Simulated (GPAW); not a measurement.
The system is Co3Mo.

```
Mo Co
1.0
     3.56267    0.00000    0.00000
     0.00000    3.56267    0.00000
     0.00000    0.00000    3.56267
Mo Co
1 3
Direct
  0.00000 0.00000 0.00000
  0.00000 0.50000 0.50000
  0.50000 0.00000 0.50000
  0.50000 0.50000 0.00000
```

The cell comes from a database or a generator and needn't be the stable form of this composition.

Base run:

| Property | Result |
| --- | --- |
| Program | GPAW 26.7.0 |
| Functional | PBEsol |
| Potentials or basis | PAW data sets generated in the run's folder for this functional |
| Cutoff | 600 eV |
| Basis | pw |
| k mesh | 8 × 8 × 8 |
| Occupations | fermi-dirac, width 0.05 eV |
| Spin | collinear spin, ferromagnetic start |
| Starting moments | [1.0, 2.0, 2.0, 2.0] μB |

Its results: pressure -4.7 GPa; net moment 0.49 μB per cell; site moments Mo -0.09; Co +0.21 μB.

Q: The run is repeated on the same cell with these changes: k mesh from 8 × 8 × 8 to 6 × 6 × 6. What comes out?

A: Pressure -4.9 GPa; net moment 0.32 μB per cell; site moments Mo -0.06; Co +0.14 μB.
